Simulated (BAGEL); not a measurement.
**GeSiH6 (SMILES [SiH3][GeH3]): a chain of runs**

We compute the energy (HF/def2-SVP), then a single-point energy (NEVPT2(2,2)/def2-SVP), then the energy (CASPT2(2,2)/def2-SVP) of GeSiH6. 

The results are computed with BAGEL 1.2.2.

2 further runs of the same task are left out: 2 set aside as unsound or not needed.

## 1. Starting point

GeSiH6 has 8 atoms, charge 0, and is taken as a singlet. SMILES: `[SiH3][GeH3]`. The Si1–Ge2 distance was set to 4.518 Å, away from the relaxed value. At this shape a bond of the SMILES string is far longer than usual.

Bond lengths: Si1–H3 1.487 Å, Si1–H4 1.487 Å, Si1–H5 1.487 Å, Ge2–H6 1.538 Å, Ge2–H7 1.538 Å, Ge2–H8 1.538 Å. Angles: H3–Si1–H4 108.8°, H3–Si1–H5 108.8°, H4–Si1–H5 108.8°, H6–Ge2–H7 108.3°, H6–Ge2–H8 108.3°, H7–Ge2–H8 108.3°.

## 2. The energy at HF/def2-SVP (density fitting with svp-jkfit) (run 1)

input.json reads:

```json
{ "bagel": [

{
  "title": "molecule",
  "basis": "svp",
  "df_basis": "svp-jkfit",
  "angstrom": "true",
  "geometry": [
    { "atom": "Si", "xyz": [   -1.458462,    1.088771,   -2.799043 ] },
    { "atom": "Ge", "xyz": [    0.529700,   -0.393800,    0.977400 ] },
    { "atom": "H", "xyz": [   -2.836662,    1.559471,   -2.499743 ] },
    { "atom": "H", "xyz": [   -1.532562,   -0.006129,   -3.802143 ] },
    { "atom": "H", "xyz": [   -0.680962,    2.216771,   -3.376243 ] },
    { "atom": "H", "xyz": [    0.619100,    0.733600,    2.019400 ] },
    { "atom": "H", "xyz": [    1.954300,   -0.890500,    0.679100 ] },
    { "atom": "H", "xyz": [   -0.269300,   -1.556200,    1.590100 ] }
  ]
},
{ "title": "hf" },
{ "title": "print", "file": "orbitals.molden", "orbitals": "true" }

]}
```

Started as:

```console
BAGEL_NUM_THREADS=1 BAGEL input.json > input.out
```

The log of the run:

```text
* using 1 threads per process

  ===============================================================
  ===============================================================

  *** Geometry ***

  { "atom" : "Si", "xyz" : [     -2.756094,      2.057479,     -5.289425 ] },
  { "atom" : "Ge", "xyz" : [      1.000988,     -0.744174,      1.847018 ] },
  { "atom" : "H", "xyz" : [     -5.360514,      2.946973,     -4.723830 ] },
[... 4 lines of this table left out ...]
  { "atom" : "H", "xyz" : [     -0.508903,     -2.940792,      3.004854 ] },

  Number of auxiliary basis functions:      502

  Since a DF basis is specified, we compute 2- and 3-index integrals:
    o Being stored without compression. Storage requirement is 0.026 GB

  Number of basis functions:       80
  Number of electrons      :       52

    * METHOD: MOLECULE                             0.23

  *** RHF ***

  === Nuclear Repulsion ===
   116.5142034873

      * DIIS with orbital gradients will be used.

  === RHF iteration (svp) ===
      0      -2367.20195537          0.00754462           0.07
      1      -2367.25127065          0.00424979           0.07
      2      -2367.26500113          0.00147721           0.07
[... 8 lines of this table left out ...]
     11      -2367.26731065          0.00000000           0.07
    * SCF iteration converged.

    * Permanent dipole moment:
           (    0.027564,    -0.020555,     0.052449) a.u.

    * METHOD: HF                                   1.01

    * METHOD: PRINT                                0.02

  ===============================================================
```

It took 1.4 s on 1 thread of Arm Neoverse V1, shared host; peak memory 0.15 GiB.

## 3. A single-point energy at NEVPT2(2,2)/def2-SVP (density fitting with svp-jkfit) (run 2)

job.json reads:

```json
{ "bagel": [

{
  "title": "molecule",
  "basis": "svp",
  "df_basis": "svp-jkfit",
  "angstrom": true,
  "geometry": [
    { "atom": "Si", "xyz": [      -1.458462,       1.088771,      -2.799043 ] },
    { "atom": "Ge", "xyz": [       0.529700,      -0.393800,       0.977400 ] },
    { "atom": "H", "xyz": [      -2.836662,       1.559471,      -2.499743 ] },
    { "atom": "H", "xyz": [      -1.532562,      -0.006129,      -3.802143 ] },
    { "atom": "H", "xyz": [      -0.680962,       2.216771,      -3.376243 ] },
    { "atom": "H", "xyz": [       0.619100,       0.733600,       2.019400 ] },
    { "atom": "H", "xyz": [       1.954300,      -0.890500,       0.679100 ] },
    { "atom": "H", "xyz": [      -0.269300,      -1.556200,       1.590100 ] }
  ]
},

{ "title": "hf" },

{ "title": "casscf", "nstate": 1, "nact": 2, "nclosed": 25, "active": [26, 27], "maxiter": 200, "natocc": true },

{ "title": "nevpt2", "nstate": 1, "nact": 2, "nclosed": 25, "active": [26, 27], "maxiter": 200, "natocc": true, "ncore": 14 },

{ "title": "print", "file": "orbitals.molden", "orbitals": true }

]}
```

Started as:

```console
BAGEL_NUM_THREADS=1 BAGEL job.json > job.out
```

The log of the run:

```text
* using 1 threads per process

  ===============================================================
  ===============================================================

  *** Geometry ***

  { "atom" : "Si", "xyz" : [     -2.756094,      2.057479,     -5.289425 ] },
  { "atom" : "Ge", "xyz" : [      1.000988,     -0.744174,      1.847018 ] },
  { "atom" : "H", "xyz" : [     -5.360514,      2.946973,     -4.723830 ] },
[... 4 lines of this table left out ...]
  { "atom" : "H", "xyz" : [     -0.508903,     -2.940792,      3.004854 ] },

[... 23 lines left out ...]
    * SCF iteration converged.
[... 1 line left out ...]
    * Permanent dipole moment:
[... 27 lines left out ...]
    * Second-order optimization converged. *
[... 9 lines left out ...]
     * ci vector, state   0, <S^2> = 0.0000
[... 3 lines left out ...]
    * METHOD: CASSCF                               2.32

    * freezing 14 orbitals

  === DF-NEVPT2 calculation ===

    * 3-index integral transformation done
    * assembly done

      NEVPT2 correlation energy:   -0.3219618897      0.13

          (+0)     -0.2767285027
          (+0)'    -0.0064316614
          (+1)     -0.0085494740
          (+1)'    -0.0000000000
          (+2)     -0.0001206979
          (-1)     -0.0297453404
          (-1)'     0.0000000000
          (-2)     -0.0003862133

      NEVPT2 total energy:       -2367.6613202210

    * METHOD: NEVPT2                               0.25

    * METHOD: PRINT                                0.02

  ===============================================================
```

It took 4.2 s on 1 thread of Arm Neoverse V1, shared host; peak memory 0.15 GiB.

## 4. The energy at CASPT2(2,2)/def2-SVP (density fitting with svp-jkfit) (run 3)

caspt2.json reads:

```json
{ "bagel" : [

{
  "title" : "molecule",
  "basis" : "svp",
  "df_basis" : "svp-jkfit",
  "angstrom" : true,
  "geometry" : [
    { "atom" : "Si", "xyz" : [   -1.458462,    1.088771,   -2.799043 ] },
    { "atom" : "Ge", "xyz" : [    0.529700,   -0.393800,    0.977400 ] },
    { "atom" : "H", "xyz" : [   -2.836662,    1.559471,   -2.499743 ] },
    { "atom" : "H", "xyz" : [   -1.532562,   -0.006129,   -3.802143 ] },
    { "atom" : "H", "xyz" : [   -0.680962,    2.216771,   -3.376243 ] },
    { "atom" : "H", "xyz" : [    0.619100,    0.733600,    2.019400 ] },
    { "atom" : "H", "xyz" : [    1.954300,   -0.890500,    0.679100 ] },
    { "atom" : "H", "xyz" : [   -0.269300,   -1.556200,    1.590100 ] }
  ]
},
{ "title" : "hf" },
{ "title" : "casscf", "nstate" : 1, "nact" : 2, "nclosed" : 25, "active" : [26, 27], "maxiter" : 200, "natocc" : true },
{ "title" : "print", "file" : "orbitals.molden", "orbitals" : true },
{ "title" : "smith", "method" : "caspt2", "ms" : true, "xms" : true, "sssr" : true, "shift" : 0.2, "shift_imag" : true, "ncore" : 14 }

]}
```

Started as:

```console
BAGEL_NUM_THREADS=1 BAGEL caspt2.json > caspt2.out
```

The log of the run:

```text
* using 1 threads per process

  ===============================================================
  ===============================================================

  *** Geometry ***

  { "atom" : "Si", "xyz" : [     -2.756094,      2.057479,     -5.289425 ] },
  { "atom" : "Ge", "xyz" : [      1.000988,     -0.744174,      1.847018 ] },
  { "atom" : "H", "xyz" : [     -5.360514,      2.946973,     -4.723830 ] },
[... 4 lines of this table left out ...]
  { "atom" : "H", "xyz" : [     -0.508903,     -2.940792,      3.004854 ] },

[... 25 lines left out ...]
    * Permanent dipole moment:
[... 37 lines left out ...]
     * ci vector, state   0, <S^2> = 0.0000
[... 21 lines left out ...]
       #      aibj      arbs      arbi      airj      risj      airs      arst      rist         Etot      error   time
[... 7 lines left out ...]
      ------------------------------------------------------------------------------------------------------------------

    * CASPT2 energy : state  0    -2367.6658470794
        w/o shift correction      -2367.6638202845
        reference weight              0.9035286073

    * METHOD: SMITH                                0.46

  ===============================================================
```

Run time: 4.2 s. Hardware: 1 thread of Arm Neoverse V1, shared host; peak memory 0.15 GiB.

## 5. Summary of results

| quantity | value |
| --- | --- |
| run 1, HF/def2-SVP: total energy | -2367.26731 Eh |
| run 1, HF/def2-SVP: dipole moment | 0.16 D |
| run 1, HF/def2-SVP: HOMO energy | -6.80 eV |
| run 1, HF/def2-SVP: LUMO energy | -1.25 eV |
| run 1, HF/def2-SVP: HOMO–LUMO gap | 5.54 eV |
| run 2, NEVPT2(2,2)/def2-SVP: total energy | -2367.66132 Eh |
| run 3, CASPT2(2,2)/def2-SVP: total energy | -2367.66585 Eh |

**Reading.** One bond (run 1, HF/def2-SVP) is far stretched, which a spin-restricted single reference describes badly; a broken-symmetry solution may lie lower.
